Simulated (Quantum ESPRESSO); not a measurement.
Crystal: CsLiCr2Te2S3.

```
Cs Li Cr Te S
1.0
     6.10792   -0.01886    0.00581
    -2.28822    5.93151    0.00333
    -1.38462   -2.19395    7.56260
Cs Li Cr Te S
1 1 2 2 3
Direct
  0.06348 0.10178 0.99394
  0.57026 0.58143 0.57403
  0.07801 0.50138 0.57990
  0.43162 0.02972 0.53722
  0.54458 0.76732 0.28198
  0.01143 0.65932 0.29902
  0.77800 0.37133 0.70773
  0.39402 0.82508 0.74875
  0.19605 0.23009 0.48646
```

The cell was built by a generator and needn't be a form met in nature.

| Quantity | Value |
| --- | --- |
| Program | Quantum ESPRESSO 7.5 |
| Task | single point |
| Functional | PBE |
| Potentials or basis | SSSP 1.3 efficiency PBE |
| Cutoff | 748 eV |
| Density cutoff | 5987 eV |
| k mesh | 5 × 5 × 4 |
| Occupations | fermi-dirac, width 0.05 eV |
| Spin | collinear spin, ferromagnetic start |
| Starting moments | [0.0, 0.0, 3.0, 3.0, 0.0, 0.0, 0.0, 0.0, 0.0] μB |

On this cell: pressure 0.0 GPa; largest force 0.087 eV/Å; net moment 5.42 μB per cell; site moments Cs +0.00; Li +0.00; Cr +2.23, +2.55; Te -0.05, -0.10; S -0.04, -0.06, -0.08 μB; band gap on the k mesh none (metal or under the smearing width).

The same run follows on a disturbed copy (atoms moved at random, drawn with an rms of 0.05 Å):

```
Cs Li Cr Te S
1.0
     6.10792   -0.01886    0.00581
    -2.28822    5.93151    0.00333
    -1.38462   -2.19395    7.56260
Cs Li Cr Te S
1 1 2 2 3
Direct
  0.05523 0.10130 0.99062
  0.56598 0.58501 0.57913
  0.08345 0.50092 0.58422
  0.43449 0.02965 0.53594
  0.53868 0.76109 0.27624
  0.00960 0.66019 0.30391
  0.77123 0.36285 0.70418
  0.39870 0.83032 0.74894
  0.19175 0.23372 0.48538
```

Problem. What changes?

Solution. The energy (extrapolated to zero smearing) moves by +5.7 meV/atom; pressure 0.2 GPa; largest force 0.825 eV/Å; net moment 5.44 μB per cell; site moments Cs +0.00; Li +0.00; Cr +2.18, +2.52; Te -0.05, -0.09; S -0.04, -0.06, -0.08 μB; band gap on the k mesh none (metal or under the smearing width).

Forces on the atoms (eV/Å):
```
Cs   0.021 -0.005  0.033
Li   0.141 -0.004 -0.079
Cr  -0.647  0.353  0.154
Cr  -0.319 -0.055 -0.336
Te   0.029  0.085  0.178
Te  -0.070 -0.057 -0.004
S    0.260  0.369  0.098
S   -0.045 -0.165  0.068
S    0.631 -0.520 -0.112
```

Stress tensor (GPa, compression positive):
```
 0.45  0.00  0.02
 0.00  0.29  0.28
 0.02  0.28 -0.01
```

Caveats: only a ferromagnetic start was run, and an antiferromagnetic order may lie lower in energy.
